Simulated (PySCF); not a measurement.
**SI+: from the state search to spectroscopic constants**

One job finds the state of SI+, follows it along the bond with each method and fits the curves.

Computed with PySCF 2.14.0. Level: S cc-pV(D+d)Z, I cc-pVDZ-PP with ECP28, scalar-relativistic core potentials.

## 1. The job

The job is set up so:

```
atoms                         : S, I
charge                        : 1
basis                         : S cc-pV(D+d)Z, I cc-pVDZ-PP with ECP28
Hamiltonian                   : scalar-relativistic core potentials
basis functions               : 46
electrons treated             : 40
masses in u                   : 31.9721, 126.9045
levels                        : PBE0, PBE, r²SCAN, M06, LDA, BLYP, HSE06, HF, MP2, SCS-MP2, CCSD, CCSD(T)
grid                          : 80 radial by 434 angular points
occupations                   : held fixed by the projection of orbital angular momentum
dissociation limit            : S+ + I, each in its ground configuration
starting distance in angstrom : 2.395
values of 2S to try           : 0, 2, 4
```

Launch:

```bash
OMP_NUM_THREADS=1 python dia.py task.json out
```

Further steps of the session: First curve: PBE0; Higher solutions at PBE0; PBE (GGA); r²SCAN; M06 (hybrid meta-GGA); LDA (local density); BLYP (GGA); HSE06; UHF; Adding correlation.

Before running it: what results should come out? Wanted: for each run, Re; ωe; De; μ.

**Answer**, as computed:

Lowest PBE0 solution found, without spin–orbit coupling: ³Σ⁻ (triplet), unpaired electrons π ↑↑. State 2 has its PBE0 minimum 0.26 eV higher, as a spin-mixed determinant (⟨S²⟩ = 1.01), so this is no gap between pure states. State 3 has its PBE0 minimum 1.12 eV higher. State 4 has its PBE0 minimum 2.16 eV higher. The other levels ran on the lowest alone.

```csv
level,Re (Å),ωe (cm⁻¹),De (eV),μ (D)
UHF,2.253,418,1.21,-2.79
UHF-MP2,2.218,536,2.66,n/a
UHF-SCS-MP2,2.227,512,2.51,n/a
UHF-CCSD,2.265,442,2.55,n/a
UHF-CCSD(T),2.273,436,2.76,n/a
LDA,2.242,465,4.93,-1.28
PBE,2.263,448,4.26,-1.30
BLYP,2.294,423,4.15,-1.41
r²SCAN,2.247,463,3.87,-1.38
PBE0,2.232,479,3.72,-1.44
M06,2.236,474,3.90,-0.91
HSE06,2.236,474,3.75,-1.44
```

De is counted to S+ + I in their ground configurations. A positive dipole points from S to I; in an ion it is taken about the centre of mass and does not tell which atom is negative.

What this shows: Bond lengths run from 2.218 Å (UHF-MP2) to 2.294 Å (BLYP). Among the levels with a De in the table, it runs from 1.21 eV (UHF) to 4.93 eV (LDA).

Correlated steps freeze 9 core orbitals. These are scalar-relativistic numbers at best; spin–orbit coupling would shift them, the dissociation energy most. T1 is 0.035 near the minimum (highest on the curve 0.062), which may point to more than one leading configuration. With spin–orbit coupling the term label itself may not hold.
